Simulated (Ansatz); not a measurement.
Task: a relaxed scan of one distance of AlBGeH₄, SMILES [BH]1[AlH][GeH2]1, with the Ansatz DFT code, driven from Python. Give the script and its output. Use (for the species named): PBE, def2-SVP basis, multiplicity 1, D3BJ dispersion.

```xyz
7

B    -1.0657   -0.7244   -0.2019
Al    0.4596    0.4245   -1.2662
Ge    0.3483    0.1361    0.9373
H    -2.0413   -1.2915   -0.2841
H     1.1510    0.9955   -2.6057
H    -0.1233    1.3384    1.8083
H     1.3327   -0.9466    1.5665
```

`relaxed_scan_albgeh4.py`
```python
"""One bond of AlBGeH4 held at set lengths while the rest relaxes."""

import ansatz as az
from ase import Atoms
import numpy as np

atoms = Atoms(["B", "Al", "Ge", "H", "H", "H", "H"], positions=[
    (-1.0657, -0.7244, -0.2019),
    (0.4596, 0.4245, -1.2662),
    (0.3483, 0.1361, 0.9373),
    (-2.0413, -1.2915, -0.2841),
    (1.151, 0.9955, -2.6057),
    (-0.1233, 1.3384, 1.8083),
    (1.3327, -0.9466, 1.5665),
])
albgeh4 = az.Crystal.molecule_from_ase(atoms)

job = (
    albgeh4.calculation()
    .basis(gaussian="def2-SVP")
    .functional("pbe", dispersion="d3bj")
    .scf(lower_state_search="light")
)
symbols = [site.symbol for site in albgeh4.cartesian_sites]
pairs = [(0, 1), (0, 2), (0, 3), (1, 2), (1, 4), (2, 5)]
print("held (A)   E (eV)        ", "  ".join(f"{symbols[i]}{i}-{symbols[j]}{j}" for i, j in pairs))
for length in [1.47, 1.59, 1.72, 1.91, 2.15]:
    data = job.relax(constraints=[az.DistanceConstraint((2, 6), at=length)], force_tolerance=0.02, max_steps=60).run(threads=1).report
    xyz = np.array(data["positions_ang"])
    print(f"{length:6.2f} {data['free_energy_ev']:14.5f}  ", "  ".join(f"{np.linalg.norm(xyz[i] - xyz[j]):.3f}" for i, j in pairs))
```

```console
$ python relaxed_scan_albgeh4.py
held (A)   E (eV)         B0-Al1  B0-Ge2  B0-H3  Al1-Ge2  Al1-H4  Ge2-H5
DeckWarning: relax.constraints: the input's atoms, or those drawn, lie off the distances that are held; a relaxation that starts there is brought onto them ahead of its first SCF, by positions alone, [...]
  1.47   -63831.14686   2.007  1.936  1.206  2.536  1.597  1.553
  1.59   -63831.33642   2.010  1.937  1.206  2.519  1.597  1.555
  1.72   -63831.35972   2.013  1.936  1.207  2.521  1.596  1.557
  1.91   -63831.24163   2.018  1.931  1.207  2.540  1.595  1.558
  2.15   -63831.30619   2.203  1.964  1.212  2.349  1.600  1.579
```
(Warnings from the package without file and line, shortened, repeats left out.)

Reading the output:
- The settings weren't tested for convergence.
- The energies are electronic: no zero-point or thermal terms, and the basis set is short of its limit.
- Hardware and time: 3.6 min on 1 thread of Arm Neoverse V2, on a shared host, peak memory 0.2 GiB.
